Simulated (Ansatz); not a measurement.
**C₂H₆AlO radical: a ladder of functionals and wavefunction methods**

An exercise on one series of results from a longer session: the logs are not shown, and one member is left open.

Program: Ansatz 0.2.0, Gaussian basis. Level of theory: functionals in def2-TZVPP, the program's frozen cores in correlated methods. These are calculated values, not measurements.

Levels to be run: LDA (SPW92), PBE-D4, revPBE-D4, BLYP-D4, r2SCAN-D4, B97M-V, PBE0-D4, B3LYP-D4, r2SCANh-D4, r2SCAN0-D4, HSE06-D4, BHLYP-D4, CAM-B3LYP-D4, LC-ωPBE, ωB97X-V, ωB97M-V, B2PLYP, PBE-QIDH; CCSD(T)/def2-SVP; CCSD(T)/def2-TZVPP; MP2/def2-QZVPP; extrapolation to the limit; RPA on PBE.

**The geometry**

All runs share one geometry, relaxed beforehand with PBE0-D4 in a triple-zeta def2 set.

10 atoms, charge 0, spin multiplicity 2.

Atoms are counted from 1 here; the program's logs count them from 0.

Bond lengths: C1–Al2 1.928 Å, C1–H5 1.089 Å, C1–H6 1.090 Å, Al2–C3 1.943 Å, Al2–O4 1.703 Å, C3–H7 1.095 Å, C3–H8 1.092 Å, C3–H9 1.095 Å, O4–H10 0.955 Å. Angles: Al2–C1–H5 125.0°, Al2–C1–H6 123.6°, H5–C1–H6 111.5°, C1–Al2–C3 123.3°, C1–Al2–O4 119.6°, C3–Al2–O4 117.2°, Al2–C3–H7 111.4°, Al2–C3–H8 111.7°, Al2–C3–H9 111.2°, H7–C3–H8 107.9°, H7–C3–H9 106.5°, H8–C3–H9 107.8°, Al2–O4–H10 123.3°.

Set-up of the first run:

The input, in.yaml:

```yaml
crystal:
  periodic: [false, false, false]
  atoms:
    - {symbol: C, position_ang: [-1.161023, 1.461324, -0.103688]}
    - {symbol: Al, position_ang: [0.239916, 0.146239, -0.262303]}
    - {symbol: C, position_ang: [0.274956, -1.502622, 0.764042]}
    - {symbol: O, position_ang: [1.525511, 0.414656, -1.346372]}
    - {symbol: H, position_ang: [-1.207072, 2.394802, -0.663286]}
    - {symbol: H, position_ang: [-2.013090, 1.356445, 0.567276]}
    - {symbol: H, position_ang: [-0.629795, -2.095708, 0.597503]}
    - {symbol: H, position_ang: [1.136070, -2.121885, 0.503360]}
    - {symbol: H, position_ang: [0.320806, -1.299702, 1.838873]}
    - {symbol: H, position_ang: [1.596821, 1.195250, -1.892405]}
basis:
  gaussian: {orbitals: def2-TZVPP}
magnetization: {spin_polarized: true, initial_magnetization: 1}
hamiltonian: {xc: lda}
output: {orbitals: {seedname: orbitals}}
```

Among the steps run: LDA; PBE-D4 (GGA); revPBE-D4 (GGA); BLYP-D4 (GGA); r2SCAN-D4 (meta-GGA); B97M-V (meta-GGA); PBE0-D4 (hybrid); B3LYP-D4 (hybrid); r2SCANh-D4 (hybrid); r2SCAN0-D4 (hybrid); HSE06-D4 (hybrid); BHLYP-D4 (hybrid); CAM-B3LYP-D4 (range-separated); LC-ωPBE-D4 (range-separated; the results give it without D4); ωB97X-V (range-separated); ωB97M-V (range-separated); B2PLYP (double hybrid); PBE-QIDH (double hybrid).

One table of the session follows, with a row left open; its other results are not shown here.

It belongs to the step «Frontier levels by functional». 

```
  functional  HOMO (eV)  LUMO (eV)  gap (eV)
 LDA (SPW92)      -5.73      -4.26      1.47
      PBE-D4      -5.71      -3.68      2.03
   revPBE-D4          ?          ?         ?
     BLYP-D4      -5.46      -3.69      1.77
   r2SCAN-D4      -6.16      -3.08      3.08
      B97M-V      -5.87      -3.45      2.42
     PBE0-D4      -7.05      -2.48      4.56
    B3LYP-D4      -6.68      -2.93      3.75
  r2SCANh-D4      -6.66      -2.68      3.97
  r2SCAN0-D4      -7.40      -2.11      5.29
    HSE06-D4      -6.64      -2.88      3.76
    BHLYP-D4      -8.14      -1.48      6.66
CAM-B3LYP-D4      -8.34      -1.51      6.84
     LC-ωPBE      -9.94      -0.02      9.92
     ωB97X-V      -9.29      -0.52      8.77
     ωB97M-V      -9.06      -0.71      8.35
```

Estimate the missing values for revPBE-D4.

The run gave: HOMO (eV): -5.66; LUMO (eV): -3.52; gap (eV): 2.14. In the column «HOMO (eV)» it lies between PBE-D4 (-5.71) and BLYP-D4 (-5.46).
